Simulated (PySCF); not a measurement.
# [Yb(NH3)4]3+: other functionals and bases at one geometry

An exercise on one series of results from a longer session: the logs are not shown, and one member is left open.

The runs use PySCF 2.14.0; several levels, as the steps say, no spin–orbit coupling.

3 further runs of the same task are left out: 2 for a known fault of the program, 1 that didn't finish.

## Starting geometry

17 atoms, charge 3, spin multiplicity 1.

Bond lengths: Yb1–N2 2.391 Å, Yb1–N6 2.391 Å, Yb1–N10 2.391 Å, Yb1–N14 2.391 Å, N2–H3 1.037 Å, N2–H4 1.037 Å, N2–H5 1.037 Å, N6–H7 1.037 Å, N6–H8 1.037 Å, N6–H9 1.037 Å, N10–H11 1.037 Å, N10–H12 1.037 Å, N10–H13 1.037 Å, N14–H15 1.037 Å, N14–H16 1.037 Å, N14–H17 1.037 Å. Angles: N2–Yb1–N6 109.9°, N2–Yb1–N10 109.5°, N2–Yb1–N14 109.4°, N6–Yb1–N10 109.4°, N6–Yb1–N14 109.5°, N10–Yb1–N14 109.2°, Yb1–N2–H3 115.6°, Yb1–N2–H4 115.5°, Yb1–N2–H5 115.4°, H3–N2–H4 102.8°, H3–N2–H5 102.8°, H4–N2–H5 102.8°, Yb1–N6–H7 115.6°, Yb1–N6–H8 115.5°, Yb1–N6–H9 115.4°, H7–N6–H8 102.8°, H7–N6–H9 102.8°, H8–N6–H9 102.8° and more.

Geometry (Å):

```csv
atom,x (Å),y (Å),z (Å)
Yb1,0.0000,0.0000,0.0023
N2,1.3788,1.3903,1.3748
H3,1.1027,1.4503,2.3725
H4,2.3771,1.1150,1.4287
H5,1.4299,2.3863,1.0908
N6,-1.3788,-1.3903,1.3748
H7,-1.1027,-1.4503,2.3725
H8,-2.3771,-1.1150,1.4287
H9,-1.4299,-2.3863,1.0908
N10,1.3821,-1.3740,-1.3833
H11,1.9876,-2.0495,-0.8810
H12,0.8777,-1.9763,-2.0602
H13,2.0554,-0.8654,-1.9862
N14,-1.3821,1.3740,-1.3833
H15,-1.9876,2.0495,-0.8810
H16,-0.8777,1.9763,-2.0602
H17,-2.0554,0.8654,-1.9862
```

Formal oxidation states: Yb +3. Each metal's 13 4f electrons lie in its core potential, so multiplicities, spins and levels count the valence alone. An earlier session relaxed this geometry at B3LYP, Yb lcecp-1-SVP with ECP59, N def2-SVP, H def2-SVP (singlet, point group D2).

At B3LYP on the finer grid: E = -264.590897 Eh, HOMO -23.45 eV, LUMO -14.67 eV, Mulliken charge on Yb1 +1.49 e, largest force component 0.015 eV/Å. 

Levels to run: r2SCAN; CAM-B3LYP; TPSSh; M06-L; B3LYP, TZVP. Hardware: 4 threads of AMD EPYC 9R45 (Zen 5), shared host.

Set-up of the first run:

File run.py (the lines that set the calculation):

```python
mol = gto.M(atom='''
Yb     0.00000     0.00000     0.00227
N      1.37877     1.39026     1.37478
H      1.10273     1.45028     2.37254
H      2.37712     1.11498     1.42866
H      1.42991     2.38630     1.09081
N     -1.37877    -1.39026     1.37478
H     -1.10273    -1.45028     2.37254
H     -2.37712    -1.11498     1.42866
H     -1.42991    -2.38630     1.09081
N      1.38210    -1.37397    -1.38333
H      1.98763    -2.04954    -0.88098
H      0.87769    -1.97625    -2.06019
H      2.05539    -0.86542    -1.98615
N     -1.38210     1.37397    -1.38333
H     -1.98763     2.04954    -0.88098
H     -0.87769     1.97625    -2.06019
H     -2.05539     0.86542    -1.98615''',
    basis={'Yb': 'lcecp-1-SVP', 'N': 'def2-SVP', 'H': 'def2-SVP'},
    ecp={'Yb': 'lcecp-1-SVP'},
    charge=3, spin=0)
mf = dft.RKS(mol, xc='R2SCAN')
mf.grids.atom_grid = (75, 302)  # f atoms: unpruned, at least (60, 302)
mf = mf.density_fit()  # fitting sets: Yb AutoAux, N def2-universal-JKFIT, H def2-universal-JKFIT
mf.conv_tol = 1e-08; mf.max_cycle = 55
mf.kernel(dm0)  # dm0: the density of the relaxed state
```

The run is started by

```
$ OMP_NUM_THREADS=4 python run.py
```

Among the steps run: r2SCAN; CAM-B3LYP; TPSSh; M06-L; B3LYP, TZVP.

One of the session's tables, all rows but one given; the rest of the session is left out.

```
               level  HOMO (eV)  gap (eV)  charge on Yb1 (e)  largest force component (eV/Å)
B3LYP (relaxed here)     -23.45      8.78               1.49                            0.01
              r2SCAN     -22.53      7.49               1.54                            0.08
           CAM-B3LYP     -25.18     11.97               1.52                            0.04
               TPSSh          ?         ?                  ?                               ?
               M06-L     -22.56      7.65               1.70                            0.15
         B3LYP, TZVP     -23.39      8.81               1.94                            0.30
```

**Question.** Estimate the row for TPSSh.

**Answer.** HOMO (eV): -22.92; gap (eV): 8.15; charge on Yb1 (e): 1.55; largest force component (eV/Å): 0.04. In the column «HOMO (eV)» it lies between B3LYP, TZVP (-23.39) and M06-L (-22.56).

In one basis the HOMO–LUMO gap runs from 7.49 eV (r2SCAN) to 11.97 eV (CAM-B3LYP). The largest leftover force, 0.30 eV/Å with B3LYP, TZVP, stands at a geometry relaxed at another level. With 4f in the core, its levels are missing from HOMO and gap, and its count is fixed, so no charge can pass from the ligands into it. Total energies of different levels can't be compared.
